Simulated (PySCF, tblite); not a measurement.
# C4H14NOPSi2: geometry, infrared bands and NMR shifts

Aim: predict the infrared bands and NMR shifts of C4H14NOPSi2 (`C=N[Si@H](P)O[Si](C)(C)C`).

Programs: tblite 0.8.0 and PySCF 2.14.0, with density-fitted response routines of our own. Each step states its level of theory. These are calculated values for one molecule in the gas phase, unless marked as measured. Atoms are numbered from 0 throughout.

**1. The starting structure**

23 atoms, charge 0, multiplicity 1; geometry from: force field or distance geometry start.

Bonds of the start (Å): C0–N1 1.29, N1–Si2 1.72, Si2–P3 2.21, Si2–O4 1.66, O4–Si5 1.67, Si5–C6 1.88, Si5–C7 1.88, Si5–C8 1.87, C0–H9 1.12, C0–H10 1.09, Si2–H11 1.48, P3–H12 1.40, P3–H13 1.42, C6–H14 1.10, C6–H15 1.09, C6–H16 1.09, C7–H17 1.10, C7–H18 1.09, C7–H19 1.09, C8–H20 1.08, C8–H21 1.10, C8–H22 1.10.

**2. Geometry optimisation with GFN2-xTB**

Job settings and geometry (Å):

```
{"job": {"kind": "relax", "xc": "GFN2-xTB", "basis": "xTB"}, "charge": 0, "multiplicity": 1}
C      3.133500     1.038900     1.294800
N      3.136500     0.705400     0.045200
Si     1.872100    -0.345000    -0.470200
P      1.941700    -0.375700    -2.675300
O      0.441200     0.323600     0.043100
Si    -1.181300    -0.046200     0.188800
C     -1.413100    -1.540600     1.299800
C     -2.085900     1.410100     0.969500
C     -1.955900    -0.414700    -1.474200
H      2.364500     0.722300     2.042200
H      3.914900     1.704300     1.676200
H      2.046000    -1.684500     0.124500
H      2.036900     1.016100    -2.837900
H      3.337400    -0.611300    -2.776000
H     -0.983800    -1.352400     2.293400
H     -0.932600    -2.424100     0.885200
H     -2.476800    -1.760600     1.433200
H     -3.156400     1.168100     1.079100
H     -1.681800     1.638200     1.958700
H     -1.993200     2.298000     0.343700
H     -1.505300    -1.284700    -1.931700
H     -3.032600    -0.603200    -1.360500
H     -1.830800     0.445100    -2.141600
```

Run with:

```console
> OMP_NUM_THREADS=1 python probes_run.py task.json out
```

The driver reads the jobs from task.json and runs them one after another.

**Question.** This job is followed by: GFN2-xTB harmonic vibrations, gas phase; GIAO PBE0/pcSseg-1 NMR shielding, non-relativistic, gas phase. What will the session give for the following? strongest single infrared mode (GFN2-xTB); zero-point energy (GFN2-xTB); ¹³C shifts against TMS (PBE0/pcSseg-1, means over atoms taken as alike); ¹H shifts against TMS (PBE0/pcSseg-1, means over atoms taken as alike); ¹⁵N shifts against NH3 (PBE0/pcSseg-1); ²⁹Si shifts against TMS (PBE0/pcSseg-1); ³¹P shifts against H3PO4 (PBE0/pcSseg-1); ¹⁷O shifts against H2O (PBE0/pcSseg-1).

The runs gave:

```
                                                               quantity                             value
                              strongest single infrared mode (GFN2-xTB)             1013 cm⁻¹, 816 km/mol
                                           zero-point energy (GFN2-xTB)                    107.5 kcal/mol
¹³C shifts against TMS (PBE0/pcSseg-1, means over atoms taken as alike)                    172.5, 3.0 ppm
 ¹H shifts against TMS (PBE0/pcSseg-1, means over atoms taken as alike)  8.73, 8.58, 5.90, 1.31, 0.13 ppm
                                 ¹⁵N shifts against NH3 (PBE0/pcSseg-1)                         431.2 ppm
                                ²⁹Si shifts against TMS (PBE0/pcSseg-1)                   12.2, -27.8 ppm
                               ³¹P shifts against H3PO4 (PBE0/pcSseg-1)                        -290.5 ppm
                                 ¹⁷O shifts against H2O (PBE0/pcSseg-1)                          90.3 ppm
```

Over 239 steps the energy fell by 0.530 eV; of the close pairs, C0–N1 changed most, 1.293 to 1.249 Å. No mode is imaginary among the 63: a minimum at this level. The strongest single mode, at 1013 cm⁻¹, moves mainly O4. Unscaled tight-binding wavenumbers are off by several per cent, some by more. Its intensities can rank the bands wrongly. At PBE0/pcSseg-1: The widest tensor belongs to N1: span 760 ppm, with a paramagnetic part of -498 ppm.
